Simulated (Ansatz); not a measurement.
Crystal: KFeAs2.

```
As Fe K
1.0
    -1.98037    1.98037    6.38302
     1.98037   -1.98037    6.38302
     1.98037    1.98037   -6.38302
As Fe K
2 1 1
Direct
  0.33074 0.33074 0.00000
  0.66926 0.66926 0.00000
  0.25000 0.75000 0.50000
  0.00000 0.00000 0.00000
```

The cell comes from a database or a generator and needn't be the stable form of this composition.

Base run:

```yaml
Program: Ansatz 0.2.0
Functional: PBE
Potentials_or_basis: Ansatz PAW
Cutoff: "420 eV (not typed: the program's choice for these potentials)"
k_mesh: 9 × 9 × 9
Occupations: fermi-dirac, width 0.05 eV
Spin: collinear spin, ferromagnetic start
Starting_moments: "[0.0, 0.0, 3.0, 0.0] μB"
```

Its results: band gap on the k mesh none (metal or under the smearing width); pressure 0.2 GPa; net moment 0.61 μB per cell; site moments As -0.02; Fe +0.62; K -0.00 μB; largest force 0.067 eV/Å.

Question: The run is repeated on the same cell with these changes: hubbard terms from none to Fe d U = 2 eV; hubbard projectors from none to ortho-atomic (the default). What comes out?

Answer: Band gap on the k mesh none (metal or under the smearing width); pressure 3.6 GPa; net moment 2.10 μB per cell; site moments As -0.07; Fe +2.12; K +0.00 μB; largest force 0.462 eV/Å.

Caveats: a cell with one magnetic atom can't hold antiferromagnetic order, which such compounds often take; the magnetic or orbital state may not be the lowest (some runs); the U is typed as a test and isn't derived for this compound (some runs).
